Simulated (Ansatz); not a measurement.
# C3H12GaP: the cost of one run

Method: RKS PBE-D4/def2-SVP; program: Ansatz 0.2.0, Gaussian basis.

Levels to be run: relaxation at PBE-D4/def2-SVP; relaxation at PBE0-D4/def2-TZVP; a single point in def2-TZVPP for the fields.

### Step 1. Starting geometry

SMILES `[CH3][Ga-]([CH3])([CH3])[PH3+]`, 17 atoms, charge 0, spin multiplicity 1.

Atoms are counted from 1 here; the program's logs count them from 0.

Bond lengths: C1–Ga2 1.952 Å, C1–H6 1.077 Å, C1–H7 1.155 Å, C1–H8 1.107 Å, Ga2–C3 1.967 Å, Ga2–C4 1.987 Å, Ga2–P5 2.272 Å, C3–H9 1.136 Å, C3–H10 1.150 Å, C3–H11 1.101 Å, C4–H12 1.116 Å, C4–H13 1.036 Å, C4–H14 1.194 Å, P5–H15 1.397 Å, P5–H16 1.381 Å, P5–H17 1.441 Å. Angles: Ga2–C1–H6 114.6°, Ga2–C1–H7 109.6°, Ga2–C1–H8 111.3°, H6–C1–H7 107.0°, H6–C1–H8 108.6°, H7–C1–H8 105.3°, C1–Ga2–C3 108.5°, C1–Ga2–C4 109.1°, C1–Ga2–P5 110.8°, C3–Ga2–C4 107.7°, C3–Ga2–P5 109.6°, C4–Ga2–P5 111.1°, Ga2–C3–H9 112.2°, Ga2–C3–H10 110.6°, Ga2–C3–H11 111.2°, H9–C3–H10 105.5°, H9–C3–H11 109.8°, H10–C3–H11 107.2° and more.

As a file:

```xyz
17
C3H12GaP
C    -0.3982    0.9163   -1.7174
Ga    0.0476   -0.0250   -0.0661
C     1.8147    0.5886    0.5427
C     0.1796   -1.9711   -0.4441
P    -1.4997    0.3920    1.5448
H     0.3063    0.7723   -2.5187
H    -0.4501    2.0520   -1.5141
H    -1.4068    0.6388   -2.0790
H     1.8187    1.6930    0.8074
H     2.1239    0.0412    1.5052
H     2.5893    0.3828   -0.2118
H     0.4008   -2.5182    0.5026
H     0.8094   -2.1584   -1.2451
H    -0.9196   -2.3065   -0.7675
H    -2.4882    1.2500    1.0561
H    -2.0906   -0.7778    1.9802
H    -0.8560    1.0296    2.6649
```

The start is a force-field geometry with small random shifts, so a cheaper pass at PBE-D4/def2-SVP comes first.

### Step 2. Optimising with PBE-D4/def2-SVP (cheap first pass)

in.yaml

```yaml
crystal:
  periodic: [false, false, false]
  atoms:
    - {symbol: C, position_ang: [-0.398200, 0.916300, -1.717400]}
    - {symbol: Ga, position_ang: [0.047600, -0.025000, -0.066100]}
    - {symbol: C, position_ang: [1.814700, 0.588600, 0.542700]}
    - {symbol: C, position_ang: [0.179600, -1.971100, -0.444100]}
    - {symbol: P, position_ang: [-1.499700, 0.392000, 1.544800]}
    - {symbol: H, position_ang: [0.306300, 0.772300, -2.518700]}
    - {symbol: H, position_ang: [-0.450100, 2.052000, -1.514100]}
    - {symbol: H, position_ang: [-1.406800, 0.638800, -2.079000]}
    - {symbol: H, position_ang: [1.818700, 1.693000, 0.807400]}
    - {symbol: H, position_ang: [2.123900, 0.041200, 1.505200]}
    - {symbol: H, position_ang: [2.589300, 0.382800, -0.211800]}
    - {symbol: H, position_ang: [0.400800, -2.518200, 0.502600]}
    - {symbol: H, position_ang: [0.809400, -2.158400, -1.245100]}
    - {symbol: H, position_ang: [-0.919600, -2.306500, -0.767500]}
    - {symbol: H, position_ang: [-2.488200, 1.250000, 1.056100]}
    - {symbol: H, position_ang: [-2.090600, -0.777800, 1.980200]}
    - {symbol: H, position_ang: [-0.856000, 1.029600, 2.664900]}
basis:
  gaussian: {orbitals: def2-SVP}
hamiltonian: {xc: pbe, dispersion: d4}
relax: {f_tol: 0.03, max_steps: 200}
```

Started as:

```
$ ansatz run in.yaml --threads 8 --pin off --events-out ev --progress --plain --max-ram 20889MiB
```

Q: Estimate wall time and peak memory on 8 threads of Intel Xeon at 2.50GHz, shared host.

About 17 s, with a peak of 0.26 GiB.
